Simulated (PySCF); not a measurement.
# ErH6O3 (Er(H2O)33+): the cost of one run

The runs use PySCF 2.14.0; r2SCAN, Er lcecp-1-SVP with ECP57, O def2-SVP, H def2-SVP; scalar-relativistic core potentials, no spin–orbit coupling.

3 further runs of the same task are left out: 2 for a known fault of the program, 1 that didn't finish.

**1. Starting geometry**

10 atoms, charge 3, spin multiplicity 1.

Bond lengths: Er1–O2 2.231 Å, Er1–O5 2.231 Å, Er1–O8 2.231 Å, O2–H3 0.992 Å, O2–H4 0.992 Å, O5–H6 0.992 Å, O5–H7 0.992 Å, O8–H9 0.992 Å, O8–H10 0.992 Å. Angles: O2–Er1–O5 120.0°, O2–Er1–O8 120.0°, O5–Er1–O8 120.0°, Er1–O2–H3 128.7°, Er1–O2–H4 128.7°, H3–O2–H4 102.6°, Er1–O5–H6 128.7°, Er1–O5–H7 128.7°, H6–O5–H7 102.6°, Er1–O8–H9 128.7°, Er1–O8–H10 128.7°, H9–O8–H10 102.6°.

Geometry (Å):

```
Er    0.0000    0.0000    0.0000
O     2.2305    0.0000    0.0000
H     2.8507    0.7457    0.2068
H     2.8507   -0.7457   -0.2068
O    -1.1153    1.9317    0.0000
H    -2.0712    2.0959    0.2068
H    -0.7795    2.8417   -0.2068
O    -1.1152   -1.9317    0.0000
H    -0.7795   -2.8417    0.2068
H    -2.0712   -2.0959   -0.2068
```

Formal oxidation states: Er +3. Each metal's 11 4f electrons lie in its core potential, so multiplicities, spins and levels count the valence alone. An earlier session relaxed this geometry at r2SCAN, Er lcecp-1-SVP with ECP57, O def2-SVP, H def2-SVP (singlet, point group D3).

Its energy there is -266.173703 Eh.

**2. Atoms moved at random, σ = 0.15 Å**

run.py (the lines that set the calculation) reads:

```python
mol = gto.M(atom='''
Er     0.09324     0.04135     0.18885
O      2.46915     0.09292     0.24532
H      2.71876     0.68698    -0.05890
H      3.06754    -0.81460    -0.21419
O     -1.32087     1.74943    -0.25747
H     -1.90147     2.22836     0.19021
H     -0.95269     2.78067    -0.12821
O     -1.14695    -1.86993     0.04798
H     -0.96417    -2.47522     0.24214
H     -2.06255    -2.41996    -0.25574''',
    basis={'Er': 'lcecp-1-SVP', 'O': 'def2-SVP', 'H': 'def2-SVP'},
    ecp={'Er': 'lcecp-1-SVP'},
    charge=3, spin=0)
mf = dft.RKS(mol, xc='R2SCAN')
mf.grids.atom_grid = (50, 194)  # f atoms: unpruned, at least (60, 302)
mf = mf.density_fit()  # fitting sets: Er AutoAux, O def2-universal-JKFIT, H def2-universal-JKFIT
mf.conv_tol = 1e-08; mf.max_cycle = 55
mf.kernel(dm0)  # dm0: the density of the relaxed state
```

Started as:

```sh
OMP_NUM_THREADS=2 python run.py
```

**Question.** How long does this run take on 2 threads of Arm Neoverse V1, shared host?

About 7.7 s.
